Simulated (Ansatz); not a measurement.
# AsH₂NaO (SMILES O[AsH][Na]): a rigid scan of the angle H4–O1–As2

The task here is to estimate one member of a computed series from the others.

Computed with Ansatz 0.2.0, Gaussian basis. Level: single points in def2-TZVPP.

Levels: PBE-D4, r2SCAN-D4, PBE0-D4, B3LYP-D4, wB97M-V, Hartree-Fock, MP2, CCSD, CCSD(T). The scan takes 85.4, 91.4, 97.4, 103.4, 109.4, 115.4, 121.4, 127.4, 133.4°.

Cores are frozen in the correlated methods. Filled d shells of the heavier atoms are correlated. The outer core shell of Li, Na, Mg and K is correlated. B3LYP uses VWN-RPA correlation.

109 further runs of the same task are left out: 109 set aside as unsound or not needed.

### Where the work starts

The minimum, relaxed at PBE0-D4: SMILES `O[AsH][Na]`, 5 atoms, charge 0, spin multiplicity 1.

Atoms are counted from 1 here; the program's logs count them from 0.

Bond lengths: O1–As2 1.925 Å, O1–Na3 2.165 Å, O1–H4 0.957 Å, As2–Na3 2.691 Å, As2–H5 1.541 Å. Angles: As2–O1–Na3 82.1°, As2–O1–H4 109.4°, Na3–O1–H4 167.4°, O1–As2–Na3 52.8°, O1–As2–H5 93.7°, Na3–As2–H5 89.5°, O1–Na3–As2 45.1°.

Geometry (Å):

```
atom    x (Å)    y (Å)    z (Å)
  O1  -0.7279  -0.4358  -0.2734
 As2   0.8438   0.6231  -0.6107
 Na3   0.6884  -1.6415   0.8344
  H4  -1.4941   0.0094  -0.6341
  H5   0.6898   1.4448   0.6838
```

Energies of the minimum (eV), from earlier single points: PBE-D4 -67324.19231, r2SCAN-D4 -67336.51975, PBE0-D4 -67326.24527, B3LYP-D4 -67340.33601, wB97M-V -67334.09028, CCSD(T) -67289.76222.

At the minimum the angle H4–O1–As2 is 109.4°.

The first run:

File pbe-tzvpp/in.yaml:

```yaml
crystal:
  periodic: [false, false, false]
  atoms:
    - {symbol: O, position_ang: [-0.727884, -0.435777, -0.273376]}
    - {symbol: As, position_ang: [0.843826, 0.623061, -0.610717]}
    - {symbol: Na, position_ang: [0.688366, -1.641533, 0.834420]}
    - {symbol: H, position_ang: [-1.200896, 0.261390, -0.726764]}
    - {symbol: H, position_ang: [0.689755, 1.444839, 0.683770]}
basis:
  gaussian: {orbitals: def2-TZVPP}
hamiltonian: {xc: pbe, dispersion: d4}
output: {forces: true}
```

r2scan-tzvpp/in.yaml differs from pbe-tzvpp/in.yaml so:

```diff
-hamiltonian: {xc: pbe, dispersion: d4}
+hamiltonian: {xc: r2scan, dispersion: d4}
```

pbe0-tzvpp/in.yaml:

```diff
-hamiltonian: {xc: pbe, dispersion: d4}
-output: {forces: true}
+hamiltonian: {xc: pbe0, dispersion: d4}
+output: {forces: true, orbitals: {seedname: orbitals}}
```

b3lyp-tzvpp/in.yaml:

```diff
-hamiltonian: {xc: pbe, dispersion: d4}
+hamiltonian: {xc: {name: B3LYP}, dispersion: d4}
```

wb97mv-tzvpp/in.yaml:

```diff
-hamiltonian: {xc: pbe, dispersion: d4}
-output: {forces: true}
+hamiltonian: {xc: {name: wB97M-V}}
```

ccsdt-tzvpp/in.yaml:

```diff
-hamiltonian: {xc: pbe, dispersion: d4}
-output: {forces: true}
+correlation: {method: ccsd_t}
```

The same command starts each run, in its folder.

On the command line:

```
ansatz run in.yaml --threads 2 --pin off --events-out ev --progress --plain --max-ram 4352MiB
```

Among the steps run: H4–O1–As2 = 85.4°; H4–O1–As2 = 91.4°; H4–O1–As2 = 97.4°; H4–O1–As2 = 103.4°; H4–O1–As2 = 109.4°; H4–O1–As2 = 115.4°; H4–O1–As2 = 121.4°; H4–O1–As2 = 127.4°; H4–O1–As2 = 133.4°.

One of the session's tables, all rows but one given; the rest of the session is left out.

Energies less that of the minimum at the same level (eV): The rows 109.4 (minimum) and angle (°) = 109.4 agree to the last digit and may rest on the same set-up.

| angle (°) | PBE-D4 | PBE0-D4 | B3LYP-D4 | wB97M-V | Hartree-Fock |
| --- | --- | --- | --- | --- | --- |
| 85.4 | 0.243 | 0.255 | 0.282 | 0.271 | 0.341 |
| 91.4 | 0.134 | 0.142 | 0.160 | 0.153 | 0.200 |
| 97.4 | 0.057 | 0.062 | 0.074 | 0.069 | 0.097 |
| 103.4 | 0.013 | 0.015 | 0.021 | 0.019 | 0.031 |
| 109.4 (minimum) | 0.000 | 0.000 | 0.000 | 0.000 | 0.000 |
| 109.4 | 0.000 | 0.000 | 0.000 | 0.000 | 0.000 |
| 115.4 | 0.017 | 0.015 | 0.010 | 0.011 | 0.002 |
| 121.4 | ? | ? | ? | ? | ? |
| 127.4 | 0.131 | 0.127 | 0.114 | 0.116 | 0.096 |
| 133.4 | 0.223 | 0.218 | 0.201 | 0.203 | 0.180 |

Q: Estimate the row for angle (°) = 121.4 from the others.

Worked estimate for «PBE-D4». A straight line through the neighbours (115.4, 0.017) and (127.4, 0.131) gives 0.017 + (0.131 − 0.017) × (121.4 − 115.4) / (127.4 − 115.4) = 0.074; a parabola fitted to 4 rows on both sides gives 0.061.

As computed: PBE-D4: 0.061; PBE0-D4: 0.058; B3LYP-D4: 0.049; wB97M-V: 0.051; Hartree-Fock: 0.035. In «PBE-D4» the line misses by +0.013 and the parabola by 0.000.

Limits of these values: A polynomial through the near points puts the CCSD(T) minimum 0.8° below the PBE0-D4 value.
